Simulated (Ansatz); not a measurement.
# C10H19NO2Zr: how energies converge with the basis set

An exercise on one series of results from a longer session: the logs are not shown, and one member is left open.

Computed with Ansatz 0.2.0, Gaussian basis. Level: one geometry, several basis sets.

The runs, in order: PBE0-D4/def2-SVP; ωB97M-V/def2-SVP; PBE0-D4/def2-QZVPP; ωB97M-V/def2-QZVPP; the functionals' def2-TZVPP values are taken from earlier runs.

### The geometry

The geometry comes from an earlier relaxation with PBE0-D4 in a triple-zeta def2 set; it is a stationary point, not always the lowest conformer. Zr takes the def2 core potential; no spin-orbit term is included.

33 atoms, charge 0, spin multiplicity 1.

Atoms are counted from 1 here; the program's logs count them from 0.

Bond lengths: C1–O2 1.383 Å, C1–H15 1.099 Å, C1–H16 1.097 Å, C1–H17 1.097 Å, O2–Zr3 1.940 Å, Zr3–O4 1.940 Å, Zr3–N6 2.055 Å, Zr3–C9 2.561 Å, Zr3–C10 2.561 Å, Zr3–C11 2.534 Å, Zr3–C12 2.552 Å, Zr3–C14 2.535 Å, O4–C5 1.383 Å, C5–H18 1.097 Å, C5–H19 1.097 Å, C5–H20 1.099 Å, N6–C7 1.438 Å, N6–C8 1.438 Å and more. Angles: O2–C1–H15 111.5°, O2–C1–H16 111.0°, O2–C1–H17 110.6°, H15–C1–H16 108.0°, H15–C1–H17 107.8°, H16–C1–H17 107.8°, C1–O2–Zr3 157.7°, O2–Zr3–O4 110.5°, O2–Zr3–N6 103.4°, O2–Zr3–C9 86.3°, O2–Zr3–C10 112.7°, O2–Zr3–C11 139.2°, O2–Zr3–C12 121.8°, O2–Zr3–C14 91.0°, O4–Zr3–N6 103.4°, O4–Zr3–C9 112.4°, O4–Zr3–C10 86.1°, O4–Zr3–C11 91.3° and more.

The first run:

Input file in.yaml:

```yaml
crystal:
  periodic: [false, false, false]
  atoms:
    - {symbol: C, position_ang: [-1.817937, 3.115600, 0.500122]}
    - {symbol: O, position_ang: [-1.524870, 1.770098, 0.372286]}
    - {symbol: Zr, position_ang: [-0.575664, 0.190431, -0.232197]}
    - {symbol: O, position_ang: [-1.694339, -0.862917, -1.415924]}
    - {symbol: C, position_ang: [-2.117610, -1.439067, -2.599761]}
    - {symbol: N, position_ang: [-0.452264, -0.966997, 1.460782]}
    - {symbol: C, position_ang: [-0.262256, -0.428232, 2.780372]}
    - {symbol: C, position_ang: [-0.388506, -2.403293, 1.439794]}
    - {symbol: C, position_ang: [0.949329, 1.801888, -1.511452]}
    - {symbol: C, position_ang: [0.880530, 0.637640, -2.290768]}
    - {symbol: C, position_ang: [1.496250, -0.409198, -1.562870]}
    - {symbol: C, position_ang: [1.972861, 0.110969, -0.338116]}
    - {symbol: C, position_ang: [2.775368, -0.620346, 0.683761]}
    - {symbol: C, position_ang: [1.607956, 1.475820, -0.301138]}
    - {symbol: H, position_ang: [-0.972358, 3.743818, 0.187403]}
    - {symbol: H, position_ang: [-2.686515, 3.388851, -0.111225]}
    - {symbol: H, position_ang: [-2.051155, 3.361998, 1.543093]}
    - {symbol: H, position_ang: [-2.963523, -0.886344, -3.026186]}
    - {symbol: H, position_ang: [-2.443415, -2.472488, -2.430621]}
    - {symbol: H, position_ang: [-1.313527, -1.458468, -3.348504]}
    - {symbol: H, position_ang: [0.715199, -0.703224, 3.209944]}
    - {symbol: H, position_ang: [-0.326803, 0.663633, 2.768568]}
    - {symbol: H, position_ang: [-1.031774, -0.792054, 3.478661]}
    - {symbol: H, position_ang: [-1.161637, -2.850227, 2.083715]}
    - {symbol: H, position_ang: [-0.549912, -2.785832, 0.427847]}
    - {symbol: H, position_ang: [0.582940, -2.786274, 1.793755]}
    - {symbol: H, position_ang: [0.542452, 2.768568, -1.771122]}
    - {symbol: H, position_ang: [0.411092, 0.545103, -3.259513]}
    - {symbol: H, position_ang: [1.602851, -1.433805, -1.892945]}
    - {symbol: H, position_ang: [2.522403, -1.681224, 0.707554]}
    - {symbol: H, position_ang: [3.843469, -0.538890, 0.459319]}
    - {symbol: H, position_ang: [2.615818, -0.214205, 1.683590]}
    - {symbol: H, position_ang: [1.815539, 2.158660, 0.511764]}
basis:
  gaussian: {orbitals: def2-SVP}
hamiltonian: {xc: pbe0, dispersion: d4}
output: {orbitals: {seedname: orbitals}}
```

Command:

```
$ ansatz run in.yaml --threads 11 --pin off --events-out ev --progress --plain --max-ram 166912MiB --backend cpu
```

Among the steps run: PBE0-D4 in def2-SVP; ωB97M-V in def2-SVP; PBE0-D4 in def2-QZVPP; ωB97M-V in def2-QZVPP.

One table of the session follows, with a row left open; its other results are not shown here.

It belongs to the step «Functionals by basis». 

| functional | basis | HOMO (eV) | LUMO (eV) |
| --- | --- | --- | --- |
| PBE0-D4 | def2-SVP | ? | ? |
| PBE0-D4 | def2-TZVPP | -5.66 | -0.04 |
| PBE0-D4 | def2-QZVPP | -5.67 | -0.08 |
| ωB97M-V | def2-SVP | -7.76 | 1.78 |
| ωB97M-V | def2-TZVPP | -7.83 | 1.29 |
| ωB97M-V | def2-QZVPP | -7.84 | 0.73 |

**Question.** Estimate the row for PBE0-D4, def2-SVP.

The run gave: HOMO (eV): -5.58; LUMO (eV): 0.09. In the column «HOMO (eV)» it is the highest.
